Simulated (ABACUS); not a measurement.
The system is NiMoIrPdW.

```xyz
5
Lattice="4.1171 0.0000 0.0000 -2.0585 3.5655 0.0000 0.0000 0.0000 5.4458" Properties=species:S:1:pos:R:3 pbc="T T T"
Ir    0.0000    2.3770    3.9521
W     0.0000    2.3770    1.2875
Pd    2.0585    1.1885    2.5211
Mo    2.0585    1.1885    5.2367
Ni    0.0000    0.0000    5.2157
```

The cell was built by a generator and needn't be a form met in nature.

Base run:

| Property | Result |
| --- | --- |
| Program | ABACUS 3.10.1 |
| Functional | PBE |
| Potentials or basis | PseudoDojo NC SR 0.4.1 PBE standard |
| Cutoff | 1361 eV |
| Density cutoff | 5442 eV |
| Basis | DZP LCAO (the cutoffs set its grid) |
| k mesh | 6 × 6 × 4 |
| Occupations | fermi-dirac, width 0.05 eV |
| Spin | collinear spin, ferromagnetic start |
| Starting moments | [0.6, 0.0, 0.0, 1.0, 1.0] μB |
| Fixed moment | 0.5 μB |

Its results: pressure 0.7 GPa; site moments Ir +0.08; W +0.18; Pd +0.05; Mo +0.10; Ni +0.10 μB; largest force 0.136 eV/Å.

Task: After a change of settings the same cell gave: pressure 3.4 GPa; site moments Ir +0.49; W +1.01; Pd +0.28; Mo +0.64; Ni +0.57 μB; largest force 0.290 eV/Å. Which change was it?
A. fixed moment from 0.5 μB to 1.5 μB
B. fixed moment from 0.5 μB to 2 μB
C. fixed moment from 0.5 μB to 1 μB
D. fixed moment from 0.5 μB to 3 μB

Result: D.

Caveats: the atomic orbitals were generated for these runs and aren't a published set; this set's palladium file may shift the pressure by some GPa; the basis of atomic orbitals isn't converged, which shifts pressures, moduli and gaps; the total moment is fixed, so each spin has its own Fermi level; the moment is held away from its start (some runs).
